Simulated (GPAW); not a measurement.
The system is MoSe.

```
Mo Se
1.0
     0.00000    2.89288    2.89288
     2.89288    0.00000    2.89288
     2.89288    2.89288    0.00000
Mo Se
1 1
Direct
  0.00000 0.00000 0.00000
  0.50000 0.50000 0.50000
```

The cell was built by a generator and needn't be a form met in nature.

```yaml
Program: GPAW 26.7.0
Task: relaxation of cell and atoms
Functional: PBE
Dispersion: D3(BJ)+ATM
Potentials_or_basis: GPAW PAW data sets (gpaw-data 1.2.1)
Cutoff: 600 eV
Basis: pw
k_mesh: 8 × 8 × 8
Occupations: fermi-dirac, width 0.05 eV
Spin: no spin polarisation
```

At the start: pressure -23.3 GPa; volume 24.21 Å³/atom.

Problem. How do energy, volume and symmetry change on relaxing?

Solution. Over 5 steps the energy falls by 602.0 meV/atom and the volume is 17.28 Å³/atom (-28.6 %); space group Fm-3m (No. 225, to 0.05 Å).

The path:
```csv
step,energy change (eV),largest force (eV/Å),pressure (GPa),volume (Å³)
1,0.0000,0.0000,-23.27,48.42
2,-0.4999,0.0000,-21.85,44.90
3,-1.1800,0.0000,6.26,33.27
4,-1.2004,0.0000,-2.20,35.06
5,-1.2040,0.0000,-0.11,34.57
```

Final structure:
```
Mo Se
1.0
     0.00000    2.58548    2.58548
     2.58548    0.00000    2.58548
     2.58548    2.58548    0.00000
Mo Se
1 1
Direct
  0.00000 0.00000 0.00000
  0.50000 0.50000 0.50000
```

Caveat: later steps reuse the first step's grids; the volume moved by over 15 % at a fixed basis, so the end points are rough; pairwise dispersion overbinds metals, which lowers pressure and volume.
